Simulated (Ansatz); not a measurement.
# CH₆OSiSn: a ladder of functionals and wavefunction methods

How much do the methods differ for CH₆OSiSn? The plan is to run it at one geometry with functionals of several rungs and with coupled cluster, and see how far each lands from CCSD(T) at the basis-set limit for the atomisation energy.

Method: functionals in def2-TZVPP, the program's frozen cores in correlated methods; program: Ansatz 0.2.0, Gaussian basis.

Plan: LDA (SPW92), PBE-D4, revPBE-D4, BLYP-D4, r2SCAN-D4, B97M-V, PBE0-D4, B3LYP-D4, r2SCANh-D4, r2SCAN0-D4, HSE06-D4, BHLYP-D4, CAM-B3LYP-D4, LC-ωPBE, ωB97X-V, ωB97M-V, B2PLYP, PBE-QIDH; CCSD(T)/def2-SVP; CCSD(T)/def2-TZVPP; MP2/def2-QZVPP; extrapolation to the limit; RPA on PBE.

## Step 1: Structure used throughout

The geometry comes from an earlier relaxation with PBE0-D4 in a triple-zeta def2 set; it is a stationary point, not always the lowest conformer. Sn takes the def2 core potential; no spin-orbit term is included.

SMILES `[SnH3][SiH]1CO1`, 10 atoms, charge 0, spin multiplicity 1.

Atoms are counted from 1 here; the program's logs count them from 0.

Bond lengths: Sn1–Si2 2.553 Å, Sn1–H5 1.706 Å, Sn1–H6 1.707 Å, Sn1–H7 1.704 Å, Si2–C3 1.815 Å, Si2–O4 1.675 Å, Si2–H8 1.486 Å, C3–O4 1.462 Å, C3–H9 1.088 Å, C3–H10 1.088 Å. Angles: Si2–Sn1–H5 110.9°, Si2–Sn1–H6 110.2°, Si2–Sn1–H7 109.0°, H5–Sn1–H6 108.4°, H5–Sn1–H7 109.2°, H6–Sn1–H7 109.1°, Sn1–Si2–C3 121.9°, Sn1–Si2–O4 116.0°, Sn1–Si2–H8 117.1°, C3–Si2–O4 49.3°, C3–Si2–H8 118.8°, O4–Si2–H8 114.9°, Si2–C3–O4 60.3°, Si2–C3–H9 121.1°, Si2–C3–H10 121.9°, O4–C3–H9 113.1°, O4–C3–H10 113.4°, H9–C3–H10 113.9° and more.

## Step 2: LDA

This LDA is Slater exchange with PW92 correlation.

in.yaml

```yaml
crystal:
  periodic: [false, false, false]
  atoms:
    - {symbol: Sn, position_ang: [-1.220239, 1.112447, -0.950879]}
    - {symbol: Si, position_ang: [-0.117648, -0.831706, 0.283387]}
    - {symbol: C, position_ang: [1.516879, -0.672083, 1.056430]}
    - {symbol: O, position_ang: [1.398245, -1.284098, -0.265638]}
    - {symbol: H, position_ang: [-1.801365, 0.614703, -2.475385]}
    - {symbol: H, position_ang: [-2.535438, 1.716077, -0.045102]}
    - {symbol: H, position_ang: [-0.074475, 2.355407, -1.165791]}
    - {symbol: H, position_ang: [-0.996419, -1.957706, 0.693320]}
    - {symbol: H, position_ang: [1.846480, -1.371028, 1.823019]}
    - {symbol: H, position_ang: [2.067081, 0.266786, 1.049540]}
basis:
  gaussian: {orbitals: def2-TZVPP}
hamiltonian: {xc: lda}
output: {orbitals: {seedname: orbitals}}
```

The runs that follow: PBE-D4 (GGA); revPBE-D4 (GGA); BLYP-D4 (GGA); r2SCAN-D4 (meta-GGA); B97M-V (meta-GGA); PBE0-D4 (hybrid); B3LYP-D4 (hybrid); r2SCANh-D4 (hybrid); r2SCAN0-D4 (hybrid); HSE06-D4 (hybrid); BHLYP-D4 (hybrid); CAM-B3LYP-D4 (range-separated); LC-ωPBE (range-separated); ωB97X-V (range-separated); ωB97M-V (range-separated); B2PLYP (double hybrid); PBE-QIDH (double hybrid); CCSD(T) in def2-SVP; CCSD(T) in def2-TZVPP; MP2 in def2-QZVPP; RPA on PBE orbitals.

**Question.** What will the summary of the whole plan be? Wanted: atomisation energy, CCSD(T)/CBS; farthest beyond LDA; mean size of error, GGA; mean size of error, meta-GGA; mean size of error, hybrid; mean size of error, range-separated; mean size of error, double hybrid; gap, smallest and largest; T1 diagnostic.

As calculated:

| quantity | value |
| --- | --- |
| atomisation energy, CCSD(T)/CBS | 744.1 kcal/mol |
| functionals within 7.4 kcal/mol (1.0 %) | PBE-D4, r2SCAN-D4, B97M-V, r2SCANh-D4, CAM-B3LYP-D4, ωB97X-V, ωB97M-V |
| farthest beyond LDA | BHLYP-D4 (-28.1 kcal/mol) |
| mean size of error, GGA | 9.3 kcal/mol |
| mean size of error, meta-GGA | 4.1 kcal/mol |
| mean size of error, hybrid | 12.5 kcal/mol |
| mean size of error, range-separated | 4.3 kcal/mol |
| mean size of error, double hybrid | 14.9 kcal/mol |
| gap, smallest and largest | 4.49 eV (LDA (SPW92)), 11.19 eV (LC-ωPBE) |
| T1 diagnostic | 0.0147 |
| triples share of the correlation energy | 3.6 % |

What this shows: LDA overbinds by 107.5 kcal/mol (14 %). PBE-D4 is off by +4.1 kcal/mol. Double hybrids carry the basis error of their MP2 part in triple zeta, and no dispersion term here, so their miss is partly the set-up's. The rungs meta-GGA, range-separated miss on average by less than the doubt on the reference (7.4 kcal/mol), so they tie. Misses under about 7.4 kcal/mol are within the doubt on the reference itself, which lacks core-valence correlation, spin-orbit coupling and higher excitations, and its outer-core shells are covered unevenly. All levels share the lack of spin-orbit coupling, which lowers the free heavy atoms and so the true binding. Hartree-Fock recovers 69 % of the binding; the rest is correlation. CCSD(T) in def2-SVP is off by -59.6 kcal/mol, worse than the median functional, from the basis alone. The gap grows from 4.5 to 11.2 eV across the functionals, mostly with the share of exact exchange. Correlated methods include outer-core shells of Sn, which these sets cover unevenly.
